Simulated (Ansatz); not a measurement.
# Al4P: the cost of one run

Method: DFT PBE, scalar-relativistic, plane waves, PAW, in Ansatz 0.2.0.

1 further run of the same task is left out (it didn't finish).

**1. The starting structure**

Symmetry: P6/mmm, No. 191, hexagonal system. Conventional cell: a = 3.600 Å, b = 3.600 Å, c = 8.468 Å, α = 90.00°, β = 90.00°, γ = 120.00°. Around Al (site symmetry 6mm) lie 1 Al at 1.56 Å. Around Al (site symmetry 6mm) lie 1 Al at 1.56 Å and 1 P at 1.77 Å. P (site symmetry 6/mmm) has 2 Al at 1.77 Å as nearest neighbours.

Coordinates:

```cif
data_structure
_symmetry_space_group_name_H-M 'P6/mmm'
_symmetry_Int_Tables_number 191
_cell_length_a 3.6003
_cell_length_b 3.6003
_cell_length_c 8.4681
_cell_angle_alpha 90.000
_cell_angle_beta 90.000
_cell_angle_gamma 120.000
_cell_volume 95.06
loop_
_atom_site_label
_atom_site_type_symbol
_atom_site_symmetry_multiplicity
_atom_site_Wyckoff_symbol
_atom_site_fract_x
_atom_site_fract_y
_atom_site_fract_z
_atom_site_occupancy
Al1 Al 2 e 0.00000 0.00000 0.10699 1
Al2 Al 2 e 0.00000 0.00000 0.29086 1
P1 P 1 b 0.00000 0.00000 0.50000 1
```

The cell is invented: random cell by space group and Wyckoff sites (P6/mmm, No. 191). Lengths come from tabulated atomic sizes and are only a guess.

**2. The guess as it stands, on a coarse mesh**

input.yaml reads:

```yaml
crystal:
  lattice:
    - [3.60030931, 0.0, 0.0]
    - [-1.80015466, 3.11795933, 0.0]
    - [0.0, 0.0, 8.46808684]
  atoms:
    - { symbol: Al, position: [0.0, 0.0, 0.10699074] }
    - { symbol: Al, position: [0.0, 0.0, 0.89300926] }
    - { symbol: Al, position: [0.0, 0.0, 0.29086256] }
    - { symbol: Al, position: [0.0, 0.0, 0.70913744] }
    - { symbol: P, position: [0.0, 0.0, 0.5] }
basis:
  ecutwfc: 420
kpoints:
  mp_grid: { grid: [6, 6, 2] }
hamiltonian:
  xc: pbe
scf:
  occupations: { method: gaussian, width: 0.1 }
  lower_state_search: "off"
output:
  forces: true
  stress: true
  eigenvalues: true
```

Run with:

```
$ ansatz run input.yaml --threads 1 --pin off --max-ram 2560MiB --backend cpu --events-out ev --progress --plain --runs-dir out
```

Q: Estimate wall time and peak memory on 1 thread of Arm Neoverse V2, shared host.

About 1.5 s, with a peak of 0.31 GiB.
